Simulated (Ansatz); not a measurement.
# YHg: the cost of one run

All numbers are computed with Ansatz 0.2.0, driven from Python. The levels of theory stand in the script.

**1. The structure**

The structure is cubic, space group Pm-3m (No. 221). The conventional cell has a = 3.680 Å, b = 3.680 Å, c = 3.680 Å, α = 90.00°, β = 90.00°, γ = 90.00°. Around Y (site symmetry m-3m) lie 8 Hg at 3.19 Å. Hg (site symmetry m-3m) has 8 Y at 3.19 Å in its first shell of neighbours.

No structure file is read: the coordinates are typed or built in the script.

**2. Script**

The input, run_lattice.py:

```python
"""How the lattice of YHg depends on the functional."""

import ansatz as az
import numpy as np

def edges_and_angles(cell):
    cell = np.asarray(cell)
    a, b, c = np.linalg.norm(cell, axis=1)
    cosines = cell[1] @ cell[2] / (b * c), cell[0] @ cell[2] / (a * c), cell[0] @ cell[1] / (a * b)
    return (a, b, c, *np.degrees(np.arccos(cosines)))

xtal = (
    az.Lattice.of([3.68, 0.0, 0.0], [0.0, 3.68, 0.0], [0.0, 0.0, 3.68])
    .atom("Y", [0.5, 0.5, 0.5])
    .atom("Hg", [0.0, 0.0, 0.0])
)

calc = (
    xtal.calculation()
    .occupations("methfessel_paxton", width=100 * az.meV)
    .kpoints(length=29)
    .relax(cell=True, force_tolerance=0.05)
)

levels = [("lda", "none"), ("pbesol", "d3bj"), ("pbesol", "none")]
print("level            a       b       c    alpha   beta  gamma  V/atom  steps")
for name, dispersion in levels:
    seen = []
    run = calc.functional(name, dispersion=dispersion).session().plan()
    outcome = run.execute(on_event=lambda e: seen.append(e) if e["event"] == "relax_step" else None)
    cell = outcome.lattice.cell_ang
    label = name if dispersion == "none" else f"{name}+{dispersion}"
    print("{:13s} {:7.4f} {:7.4f} {:7.4f} {:6.2f} {:6.2f} {:6.2f}".format(label, *edges_and_angles(cell)), f"{abs(np.linalg.det(cell)) / len(outcome.lattice.sites):7.3f} {len(seen):5d}")
```

**3. The run**

Started as:

```bash
$ python run_lattice.py
```

Q: Estimate wall time and peak memory on 1 thread of Arm Neoverse V2, shared host.

About 23 s, with a peak of 0.43 GiB.
